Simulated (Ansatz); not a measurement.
Runs of Ansatz 0.2.0 on BW. Symmetry: I4_1/amd, No. 141, tetragonal system. Conventional cell: a = 3.115 Å, b = 3.115 Å, c = 16.930 Å, α = 90.00°, β = 90.00°, γ = 90.00°. Around W (site symmetry 2mm) lie 6 B at 2.24 to 2.35 Å. B (site symmetry 2mm) is surrounded by 2 B at 1.74 Å. 

```tsv
potentials or basis	cutoff (eV)	gap on the mesh (eV)	pressure (GPa)	largest force (eV/Å)
PseudoDojo stringent (PBEsol files)	1034	none	3.8	2.07
Ansatz PAW	420	none	(a)	2.05
Ansatz PAW earlier set	760	none	3.3	2.05
JTH PAW	1290	none	4.2	2.07
PseudoDojo standard (PBEsol files)	1034	none	3.8	2.07
```

Alike in all rows: task single point; level PBEsol; no spin polarisation; cell as given; k mesh 12 × 12 × 12; smearing fermi-dirac 0.05 eV.

Question: Fill in the values left out.

Answer: (a) 3.2.

Caveats: forces of over 1 eV/Å show positions far from the minimum, so gaps and moduli don't describe the material at rest; the PAW data sets come from PBE, with cores solved anew for the run's functional, which leaves a small shift of forces and pressure (some runs).

A k mesh can miss the band edges, and the runs leave out spin-orbit coupling on W.

A gap of «none» marks a metal or a gap under the smearing width.

The runs don't all hold the same shells in valence.
